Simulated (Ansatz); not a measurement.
The same calculation of CH8BNSi, SMILES C[SiH2]BN as a Python script and as an input file (the Python package of Ansatz (0.2.0)).

`opt_ch8bnsi.py`:
```python
# -*- coding: utf-8 -*-
import itertools

import ansatz as az
from ase.data import atomic_numbers, covalent_radii
import numpy as np

GEOMETRY = """
C    -1.34150    1.27670   -0.07720
Si   -0.16790    0.31630    0.89810
B     1.11400   -0.45980   -0.31410
N     1.37900   -1.96160   -0.38040
H    -1.90100    0.65580   -0.83730
H    -2.13950    1.78330    0.59530
H    -0.82980    2.13220   -0.62600
H    -0.83410   -0.73500    1.60790
H     0.52000    1.20900    1.90910
H     1.82740    0.24630   -0.93860
H     2.02580   -2.17100   -1.07490
H     0.42460   -2.34730   -0.72770
"""


def main():
    system = az.Crystal.molecule()
    for line in GEOMETRY.strip().splitlines():
        symbol, *xyz = line.split()
        system = system.atom(symbol, [float(v) for v in xyz])

    calculation = system.calculation()
    calculation = calculation.basis(gaussian="def2-SVP")
    calculation = calculation.functional("b3lyp")
    symbols = [site.symbol for site in system.cartesian_sites]
    start = np.array([site.position_ang for site in system.cartesian_sites], dtype=float)
    def progress(event):
        if event["event"] == "relax_step":
            row = event["data"]
            print(f"step {row['step']:3d}  E = {row['lagrangian_ev']:.6f} eV  largest force component {row['allowed_force_max_ev_ang']:.4f} eV/A")


    summary = calculation.relax(force_tolerance=0.01).session().plan().execute(on_event=progress).report
    end = np.array(summary["positions_ang"])

    print(f"E = {summary['free_energy_ev']:.6f} eV = {summary['free_energy_ev'] / 27.211386246:.7f} Ha")
    print("converged:", summary["converged"], " doubts:", summary["published_state_doubts"] or "none")

    radius = [covalent_radii[atomic_numbers[s]] for s in symbols]
    span = lambda where, i, j: np.linalg.norm(where[i] - where[j])
    bonded = [(i, j) for i, j in itertools.combinations(range(len(symbols)), 2) if min(span(start, i, j), span(end, i, j)) < 1.2 * (radius[i] + radius[j])]
    print("pair        before    after (A)")
    for i, j in bonded:
        print(f"{symbols[i]}{i}-{symbols[j]}{j}".ljust(10), f"{span(start, i, j):8.4f} {span(end, i, j):8.4f}")

    charges = summary["charge_distribution"]
    print("dipole moment", round(4.803205 * float(np.linalg.norm(charges["dipole_moment_e_ang"])), 3), "D")
    print("Mulliken:", [(s, round(q, 3)) for s, q in zip(symbols, charges["mulliken_charges_e"])])
    with open("ch8bnsi_opt.xyz", "w") as handle:
        handle.write(f"{len(symbols)}\nrelaxed CH8BNSi\n")
        handle.writelines(f"{s:2s} {x:11.6f} {y:11.6f} {z:11.6f}\n" for s, (x, y, z) in zip(symbols, end))


if __name__ == "__main__":
    main()
```

```console
$ python opt_ch8bnsi.py
step   1  E = -11207.013822 eV  largest force component 4.4159 eV/A
step   2  E = -11207.761926 eV  largest force component 2.5632 eV/A
step   3  E = -11208.074716 eV  largest force component 1.6907 eV/A
step   4  E = -11208.204181 eV  largest force component 1.8937 eV/A
step   5  E = -11208.300956 eV  largest force component 0.8481 eV/A
step   6  E = -11208.277879 eV  largest force component 0.4505 eV/A
step   7  E = -11208.327078 eV  largest force component 0.1274 eV/A
step   8  E = -11208.328319 eV  largest force component 0.0520 eV/A
step   9  E = -11208.330114 eV  largest force component 0.0223 eV/A
step  10  E = -11208.330850 eV  largest force component 0.0804 eV/A
step  11  E = -11208.331153 eV  largest force component 0.0711 eV/A
step  12  E = -11208.331362 eV  largest force component 0.0289 eV/A
step  13  E = -11208.331425 eV  largest force component 0.0093 eV/A
E = -11208.331701 eV = -411.8985927 Ha
converged: True  doubts: none
pair        before    after (A)
C0-Si1       1.8030   1.9005
C0-H4        1.1297   1.1021
C0-H5        1.1600   1.1017
C0-H6        1.1379   1.1021
Si1-B2       1.9274   2.0280
Si1-H7       1.4328   1.5044
Si1-H8       1.5140   1.5010
B2-N3        1.5264   1.3919
B2-H9        1.1822   1.2122
N3-H10       0.9719   1.0153
N3-H11       1.0864   1.0148
dipole moment 2.289 D
Mulliken: [('C', -0.243), ('Si', 0.347), ('B', -0.167), ('N', -0.036), ('H', 0.038), ('H', 0.044), ('H', 0.043), ('H', -0.125), ('H', -0.108), ('H', -0.036), ('H', 0.121), ('H', 0.122)]
```

`input.yaml`:
```yaml
crystal:
  periodic: [false, false, false]
  atoms:
    - { symbol: C, position_ang: [-1.3415, 1.2767, -0.0772] }
    - { symbol: Si, position_ang: [-0.1679, 0.3163, 0.8981] }
    - { symbol: B, position_ang: [1.114, -0.4598, -0.3141] }
    - { symbol: "N", position_ang: [1.379, -1.9616, -0.3804] }
    - { symbol: H, position_ang: [-1.901, 0.6558, -0.8373] }
    - { symbol: H, position_ang: [-2.1395, 1.7833, 0.5953] }
    - { symbol: H, position_ang: [-0.8298, 2.1322, -0.626] }
    - { symbol: H, position_ang: [-0.8341, -0.735, 1.6079] }
    - { symbol: H, position_ang: [0.52, 1.209, 1.9091] }
    - { symbol: H, position_ang: [1.8274, 0.2463, -0.9386] }
    - { symbol: H, position_ang: [2.0258, -2.171, -1.0749] }
    - { symbol: H, position_ang: [0.4246, -2.3473, -0.7277] }
basis:
  gaussian:
    orbitals: def2-SVP
hamiltonian:
  xc: b3lyp
relax:
  f_tol: 0.01
```

The settings weren't tested for convergence. The end point is the stationary point reached from this start; no frequency run checks that it is a minimum, and the basis set is modest. b3lyp holds the VWN-RPA fit, as in Gaussian; the form of ORCA and Turbomole is b3lyp5. Hardware and time: 54 s on 1 thread of Arm Neoverse V2 (shared host), peak memory 0.27 GiB.

(A comment or docstring line of the script was reworded after the run, the code is as it ran; lines on the test bed's own set-up are left out of the output.)
